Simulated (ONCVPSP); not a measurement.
**Pseudopotential generation for selenium: ONCV, PBEsol**

Do these settings give a usable potential? It is generated, then checked for transferability, scattering, ghosts and hardness.

Program: ONCVPSP 4.0.1.1 (patched build). Reference atom: PBEsol, scalar-relativistic, spherical and spin-unpolarised. All values are calculated.

### 1 The atom and the settings

Typed settings, in words:

| Item | Value |
| --- | --- |
| element | selenium (Se, Z = 34) |
| type | optimised norm-conserving Vanderbilt (ONCV) |
| frozen core | [Ne] |
| valence charge | 24 |
| reference configuration | 3s2 3p6 3d10 4s2 4p4 |
| partial waves | 3s+4s: rc 1.00 bohr, ncon 4, nbas 7, qcut 15.6 1/bohr, 2 projectors; 3p+4p: rc 0.85 bohr, ncon 4, nbas 7, qcut 16.5 1/bohr, 2 projectors; 3d: rc 0.75 bohr, ncon 4, nbas 9, qcut 23.2 1/bohr, 2 projectors, debl 1.5 Ha |
| local potential | polynomial inside 0.60 bohr (lpopt 5, dvloc0 -1 Ha) |
| core correction | Teter function, fcfact 5.5, rcfact 1.5 |

The outer shells as boxes (Hund's rule for the drawing; the calculation is spin-unpolarised):

```
[Ne] core
3s [↑↓]
3p [↑↓][↑↓][↑↓]
3d [↑↓][↑↓][↑↓][↑↓][↑↓]
4s [↑↓]
4p [↑↓][↑ ][↑ ]
```

### 2 Generating the potential

Contents of Se.dat:

```
# ATOM AND REFERENCE CONFIGURATION
# atsym  z   nc   nv     iexc    psfile
  Se 34.00    3    5  -116133      upf
#
#   n    l    f
    1    0    2.00
    2    0    2.00
    2    1    6.00
    3    0    2.00
    3    1    6.00
    3    2   10.00
    4    0    2.00
    4    1    4.00
#
# PSEUDOPOTENTIAL AND OPTIMIZATION
# lmax
    2
#
#   l,   rc,      ep,       ncon, nbas, qcut
    0    1.00    0.00    4    7   15.60
    1    0.85    0.00    4    7   16.50
    2    0.75    0.00    4    9   23.20
#
# LOCAL POTENTIAL
# lloc, lpopt,  rc(5),   dvloc0
    4    5    0.60   -1.00
#
# VANDERBILT-KLEINMAN-BYLANDER PROJECTORs
# l, nproj, debl
    0    2    1.40
    1    2    3.30
    2    2    1.50
#
# MODEL CORE CHARGE
# icmod, fcfact, rcfact
    3    5.50    1.50
#
# LOG DERIVATIVE ANALYSIS
# epsh1, epsh2, depsh
   -9.00    5.00    0.04
#
# OUTPUT GRID
# rlmax, drl
    6.00    0.01
#
# TEST CONFIGURATIONS
# ncnf
    4
# nvcnf
#   n    l    f
    5
    3    0    2.00
    3    1    6.00
    3    2   10.00
    4    0    2.00
    4    1    3.00
#
    5
    3    0    2.00
    3    1    6.00
    3    2   10.00
    4    0    2.00
    4    1    2.00
#
    5
    3    0    2.00
    3    1    6.00
    3    2   10.00
    4    0    2.00
    4    1    1.00
#
    5
    3    0    2.00
    3    1    6.00
    3    2   10.00
    4    0    1.00
    4    1    4.00
#
```

On the command line:

```sh
$ oncvpsp.x < Se.dat > Se.out
```

Q: Predict the outcome of this session. Wanted: cutoffs for 1 and 0.1 mHa per electron, occupied waves; bound ghosts; GHOST(+) flags; largest test error; largest phase difference near zero energy, channels read; rms error of d²Exc/dn², without and with the model core; projector energies reset by the program.

**Answer**, as computed:

| quantity | value |
| --- | --- |
| cutoffs for 1 and 0.1 mHa per electron, occupied waves | 196 Ha and 221 Ha |
| bound ghosts | none found |
| GHOST(+) flags | none at low energy |
| largest test error (AE − PS) | -3.3 meV, for 3s2 3p6 3d10 4s2 4p1 |
| largest phase difference near zero energy, channels read | 0.000 rad |
| rms error of d²Exc/dn², without and with the model core | 2.36 and 1.48 mHa |
| projector energies reset by the program | d: -1.952, 0.250 Ha |

In words: The worst unpolarised test, 3s2 3p6 3d10 4s2 4p1, is off by 3.3 meV on 62.1 eV; by total energies transferability rates as very good. It counts as very hard, with 196 Ha needed at the looser tolerance. At the looser tolerance the 3d wave is the slowest; 3s needs 74 Ha. No bound ghost shows below the valence levels. Near zero energy the phases of the channels with partial waves agree within 0.001 rad.
